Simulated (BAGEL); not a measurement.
**singlet [CHBr2]−: levels of theory compared**

Wanted: a comparison of 6 runs (HF/STO-3G, HF/6-31G*, HF/def2-SVPD, B3LYP/6-31G*, PBE0/def2-SVPD, RI-MP2/def2-SVPD) of singlet [CHBr2]−. 

The results are computed with BAGEL 1.2.2.

2 further runs of the same task are left out: 2 set aside as unsound or not needed. Runs told in other sessions of the task aren't counted.

## (1) Starting point

[CHBr2]−: 4 atoms, total charge -1, spin state singlet. SMILES of the parent species: `Br[CH]Br`. The coordinates come from a PBE0-D4/def2-TZVP relaxation. That shape belongs to the parent species and isn't relaxed for this state.

Bond lengths: Br1–C2 1.847 Å, C2–Br3 1.847 Å, C2–H4 1.080 Å. Angles: Br1–C2–Br3 120.7°, Br1–C2–H4 117.0°, Br3–C2–H4 117.0°.

## (2) A single-point energy at HF/STO-3G (density fitting with qzvpp-jkfit) (run 1)

File calc.json:

```json
{ "bagel" : [

{
  "title" : "molecule",
  "basis" : "sto-3g",
  "df_basis" : "qzvpp-jkfit",
  "angstrom" : true,
  "geometry" : [
    { "atom" : "Br", "xyz" : [   -1.599500,    0.049200,   -0.696700 ] },
    { "atom" : "C", "xyz" : [    0.060100,    0.188200,    0.102300 ] },
    { "atom" : "Br", "xyz" : [    0.905000,   -1.305100,    0.786800 ] },
    { "atom" : "H", "xyz" : [    0.689800,    1.007400,   -0.212900 ] }
  ]
},
{
  "title" : "hf",
  "charge" : -1
},
{
  "title" : "print",
  "file" : "orbitals.molden",
  "orbitals" : true
}

]}
```

The run is started by

```bash
$ BAGEL_NUM_THREADS=1 BAGEL calc.json > calc.out
```

What it wrote:

```text
* using 1 threads per process

  ===============================================================
  ===============================================================

  *** Geometry ***

  { "atom" : "Br", "xyz" : [     -3.022617,      0.092975,     -1.316572 ] },
  { "atom" : "C", "xyz" : [      0.113573,      0.355646,      0.193319 ] },
  { "atom" : "Br", "xyz" : [      1.710202,     -2.466282,      1.486837 ] },
  { "atom" : "H", "xyz" : [      1.303533,      1.903710,     -0.402323 ] },

  Number of auxiliary basis functions:      625

  Since a DF basis is specified, we compute 2- and 3-index integrals:
    o Being stored without compression. Storage requirement is 0.009 GB

  Number of basis functions:       42
  Number of electrons      :       77

    * METHOD: MOLECULE                             0.24

  *** RHF ***

  === Nuclear Repulsion ===
   339.8205296814

      * DIIS with orbital gradients will be used.

  === RHF iteration (sto-3g) ===
      0      -5127.05302523          0.00325827           0.07
      1      -5127.06926272          0.00117339           0.06
      2      -5127.07386795          0.00051256           0.06
      3      -5127.07498664          0.00015465           0.06
      4      -5127.07506266          0.00005284           0.06
      5      -5127.07507075          0.00000994           0.06
      6      -5127.07507095          0.00000099           0.06
      7      -5127.07507095          0.00000018           0.06
      8      -5127.07507095          0.00000003           0.06
      9      -5127.07507095          0.00000001           0.06
    * SCF iteration converged.

    * Permanent dipole moment:
           (    0.132592,     0.579072,     0.305025) a.u.

    * METHOD: HF                                   0.72

    * METHOD: PRINT                                0.01

  ===============================================================
```

Wall time 1.2 s (1 thread of AMD EPYC 9B14 (Zen 4), shared host).

## (3) A single-point energy at HF/6-31G(d) (density fitting with qzvpp-jkfit, spherical functions) (run 2)

File calc.json:

```json
{ "bagel" : [

{
  "title" : "molecule",
  "basis" : "6-31gs.json",
  "df_basis" : "qzvpp-jkfit",
  "angstrom" : "true",
  "geometry" : [
    { "atom" : "Br", "xyz" : [      -1.599500,       0.049200,      -0.696700 ] },
    { "atom" : "C", "xyz" : [       0.060100,       0.188200,       0.102300 ] },
    { "atom" : "Br", "xyz" : [       0.905000,      -1.305100,       0.786800 ] },
    { "atom" : "H", "xyz" : [       0.689800,       1.007400,      -0.212900 ] }
  ]
},

{
  "title" : "hf",
  "charge" : -1
},

{
  "title" : "print",
  "file" : "orbitals.molden",
  "orbitals" : "true"
}

]}
```

The basis set 6-31G* is read from a file made from the Basis Set Exchange's data (not shown).

The run is started by

```bash
$ BAGEL_NUM_THREADS=1 BAGEL calc.json > calc.out
```

What it wrote:

```text
* using 1 threads per process

  ===============================================================
  ===============================================================

  *** Geometry ***

  { "atom" : "Br", "xyz" : [     -3.022617,      0.092975,     -1.316572 ] },
  { "atom" : "C", "xyz" : [      0.113573,      0.355646,      0.193319 ] },
  { "atom" : "Br", "xyz" : [      1.710202,     -2.466282,      1.486837 ] },
  { "atom" : "H", "xyz" : [      1.303533,      1.903710,     -0.402323 ] },

  Number of auxiliary basis functions:      625

  Since a DF basis is specified, we compute 2- and 3-index integrals:
    o Being stored without compression. Storage requirement is 0.032 GB

  Number of basis functions:       80
  Number of electrons      :       77

    * METHOD: MOLECULE                             0.35

  *** RHF ***

  === Nuclear Repulsion ===
   339.8205296814

      * DIIS with orbital gradients will be used.

  === RHF iteration (6-31gs.json) ===
      0      -5182.50672615          0.00762537           0.13
      1      -5182.54872746          0.00397333           0.12
      2      -5182.55705663          0.00096880           0.12
      3      -5182.55841522          0.00035647           0.12
      4      -5182.55877364          0.00023276           0.12
      5      -5182.55895565          0.00012239           0.12
      6      -5182.55905241          0.00002935           0.12
      7      -5182.55905687          0.00001397           0.11
      8      -5182.55905763          0.00000408           0.12
      9      -5182.55905768          0.00000154           0.12
     10      -5182.55905768          0.00000061           0.11
     11      -5182.55905768          0.00000022           0.12
     12      -5182.55905768          0.00000010           0.12
     13      -5182.55905768          0.00000004           0.12
     14      -5182.55905768          0.00000002           0.12
     15      -5182.55905768          0.00000001           0.12
     16      -5182.55905768          0.00000000           0.12
    * SCF iteration converged.

    * Permanent dipole moment:
           (    0.027199,     0.323878,     0.249914) a.u.

    * METHOD: HF                                   2.27

    * METHOD: PRINT                                0.02

  ===============================================================
```

It took 2.8 s on 1 thread of AMD EPYC 9B14 (Zen 4), shared host; peak memory 0.16 GiB.

Runs 3 to 4 aren't shown in full; the table further down has their settings and results.

## (4) A single-point energy at PBE0/def2-SVPD (density fitting with qzvpp-jkfit) (run 5)

File input.json:

```json
{ "bagel": [

{
  "title": "molecule",
  "basis": "def2-svpd.json",
  "df_basis": "qzvpp-jkfit",
  "angstrom": "true",
  "geometry": [
    { "atom": "Br", "xyz": [      -1.599500,       0.049200,      -0.696700 ] },
    { "atom": "C", "xyz": [       0.060100,       0.188200,       0.102300 ] },
    { "atom": "Br", "xyz": [       0.905000,      -1.305100,       0.786800 ] },
    { "atom": "H", "xyz": [       0.689800,       1.007400,      -0.212900 ] }
  ]
},

{ "title": "ks", "xc_func": "pbe0", "charge": -1 },

{ "title": "print", "file": "orbitals.molden", "orbitals": "true" }

]}
```

The basis set def2-SVPD is read from a file made from the Basis Set Exchange's data (not shown).

The run is started by

```bash
$ BAGEL_NUM_THREADS=1 BAGEL input.json > input.out
```

What it wrote:

```text
* using 1 threads per process

  ===============================================================
  ===============================================================

  *** Geometry ***

  { "atom" : "Br", "xyz" : [     -3.022617,      0.092975,     -1.316572 ] },
  { "atom" : "C", "xyz" : [      0.113573,      0.355646,      0.193319 ] },
  { "atom" : "Br", "xyz" : [      1.710202,     -2.466282,      1.486837 ] },
  { "atom" : "H", "xyz" : [      1.303533,      1.903710,     -0.402323 ] },

  Number of auxiliary basis functions:      625

  Since a DF basis is specified, we compute 2- and 3-index integrals:
    o Being stored without compression. Storage requirement is 0.061 GB

  Number of basis functions:      110
  Number of electrons      :       77

    * METHOD: MOLECULE                             0.37

  *** Kohn-Sham DFT ***

    * Removing 5834 points whose weight is below 1.00e-10
    * Grid points: 53790

  === Nuclear Repulsion ===
   339.8205296814

       - DIIS with orbital gradients will be used.

  === KS iteration (pbe0 / def2-svpd.json) ===
      0      -5083.32195594          0.12957319           0.47
      1      -4886.31123314          0.38341651           0.46
      2      -5076.28025712          0.16482198           0.45
      3      -5159.90896268          0.15340625           0.44
      4      -5181.00362886          0.06798500           0.45
      5      -5181.10400883          0.07207401           0.44
      6      -5185.06985604          0.02883393           0.43
      7      -5185.57547401          0.01290787           0.42
      8      -5185.67755136          0.00382952           0.43
      9      -5185.68607641          0.00100578           0.43
     10      -5185.68664217          0.00034162           0.43
     11      -5185.68671053          0.00009202           0.44
     12      -5185.68671780          0.00001669           0.42
     13      -5185.68671811          0.00000459           0.43
     14      -5185.68671813          0.00000210           0.43
     15      -5185.68671813          0.00000034           0.43
     16      -5185.68671813          0.00000021           0.43
     17      -5185.68671813          0.00000006           0.43
     18      -5185.68671814          0.00000001           0.44
     19      -5185.68671813          0.00000001           0.43
    * SCF iteration converged.

    * Permanent dipole moment:
           (    0.048759,     0.255615,     0.151105) a.u.

    * METHOD: KS                                   9.03

    * METHOD: PRINT                                0.04

  ===============================================================
```

Run time: 9.6 s. Hardware: 1 thread of AMD EPYC 9B14 (Zen 4), shared host; peak memory 0.39 GiB.

## (5) The energy at RI-MP2/def2-SVPD (density fitting with qzvpp-jkfit) (run 6)

File mp2.json:

```json
{ "bagel" : [

{
  "title" : "molecule",
  "basis" : "def2-svpd.json",
  "df_basis" : "qzvpp-jkfit",
  "angstrom" : "true",
  "geometry" : [
    { "atom" : "Br", "xyz" : [      -1.599500,       0.049200,      -0.696700 ] },
    { "atom" : "C", "xyz" : [       0.060100,       0.188200,       0.102300 ] },
    { "atom" : "Br", "xyz" : [       0.905000,      -1.305100,       0.786800 ] },
    { "atom" : "H", "xyz" : [       0.689800,       1.007400,      -0.212900 ] }
  ]
},

{ "title" : "hf", "charge" : -1 },

{ "title" : "mp2", "charge" : -1, "ncore" : 19 }

]}
```

The basis set def2-SVPD is read from a file made from the Basis Set Exchange's data (not shown).

The run is started by

```bash
$ BAGEL_NUM_THREADS=1 BAGEL mp2.json > mp2.out
```

What it wrote:

```text
* using 1 threads per process

  ===============================================================
  ===============================================================

  *** Geometry ***

  { "atom" : "Br", "xyz" : [     -3.022617,      0.092975,     -1.316572 ] },
  { "atom" : "C", "xyz" : [      0.113573,      0.355646,      0.193319 ] },
  { "atom" : "Br", "xyz" : [      1.710202,     -2.466282,      1.486837 ] },
  { "atom" : "H", "xyz" : [      1.303533,      1.903710,     -0.402323 ] },

  Number of auxiliary basis functions:      625

  Since a DF basis is specified, we compute 2- and 3-index integrals:
    o Being stored without compression. Storage requirement is 0.061 GB

  Number of basis functions:      110
  Number of electrons      :       77

    * METHOD: MOLECULE                             0.40

  *** RHF ***

  === Nuclear Repulsion ===
   339.8205296814

      * DIIS with orbital gradients will be used.

  === RHF iteration (def2-svpd.json) ===
      0      -5182.45990794          0.00949262           0.20
      1      -5182.52374645          0.00673926           0.17
      2      -5182.54971984          0.00102548           0.17
      3      -5182.55123259          0.00042226           0.17
      4      -5182.55153428          0.00019645           0.17
      5      -5182.55165881          0.00010136           0.17
      6      -5182.55172073          0.00003213           0.18
      7      -5182.55172697          0.00001247           0.17
      8      -5182.55172768          0.00000423           0.17
      9      -5182.55172773          0.00000164           0.18
     10      -5182.55172774          0.00000070           0.18
     11      -5182.55172774          0.00000032           0.18
     12      -5182.55172774          0.00000017           0.17
     13      -5182.55172774          0.00000007           0.18
     14      -5182.55172774          0.00000004           0.18
     15      -5182.55172774          0.00000002           0.18
     16      -5182.55172774          0.00000001           0.17
    * SCF iteration converged.

    * Permanent dipole moment:
           (    0.032812,     0.267556,     0.188962) a.u.

    * METHOD: HF                                   3.31

  *** RHF ***

  === Nuclear Repulsion ===
   339.8205296814

      * DIIS with orbital gradients will be used.

  === RHF iteration (def2-svpd.json) ===
      0      -5182.55172774          0.00000001           0.18
    * SCF iteration converged.

    * Permanent dipole moment:
           (    0.032812,     0.267556,     0.188962) a.u.

  === DF-MP2 calculation ===

    * freezing 19 orbitals
    * 3-index integral transformation done
    * assembly done

      MP2 correlation energy:   -0.6323114572      0.09

      MP2 total energy:       -5183.1840392014

    * METHOD: MP2                                  0.46

  ===============================================================
```

It took 4.5 s on 1 thread of AMD EPYC 9B14 (Zen 4), shared host; peak memory 0.22 GiB.

## (6) All runs side by side

```
run                                                                 level  frozen core orbitals   energy (Eh)  HOMO energy (eV)  LUMO energy (eV)  HOMO–LUMO gap (eV)  wall time
  1                          HF/STO-3G (density fitting with qzvpp-jkfit)                     –  -5127.075071              3.66             18.20               14.54      1.2 s
  2     HF/6-31G* (density fitting with qzvpp-jkfit, spherical functions)                     –  -5182.559058             -0.76              9.40               10.16      2.8 s
  3                       HF/def2-SVPD (density fitting with qzvpp-jkfit)                     –  -5182.551728             -1.28              5.41                6.68      3.9 s
  4  B3LYP/6-31G* (density fitting with qzvpp-jkfit, spherical functions)                     –  -5186.384772              2.47              5.57                3.10      7.5 s
  5                     PBE0/def2-SVPD (density fitting with qzvpp-jkfit)                     –  -5185.686718              1.29              4.16                2.86      9.6 s
  6                   RI-MP2/def2-SVPD (density fitting with qzvpp-jkfit)                    19  -5183.184039                 –                 –                   –      4.5 s
```

## (7) Outcome

| quantity | value |
| --- | --- |
| run 6: total energy | -5183.18404 Eh |
| run 6: correlation energy (19 core orbitals frozen) | -632.3 mEh |

Over runs 1, 2, 3, 4, 5 the HOMO–LUMO gap runs from 2.86 eV (PBE0/def2-SVPD) to 14.54 eV (HF/STO-3G). The two ends differ in method and basis. The empty levels of an anion lie above zero and hang on the basis. Totals of different functionals can't be ranked against each other. In runs 1, 4, 5 the HOMO lies above zero, from self-interaction, a short basis or an electron that isn't bound. In run 1 the basis is minimal, so the values are rough. All runs together took 30 s, the longest 9.6 s.
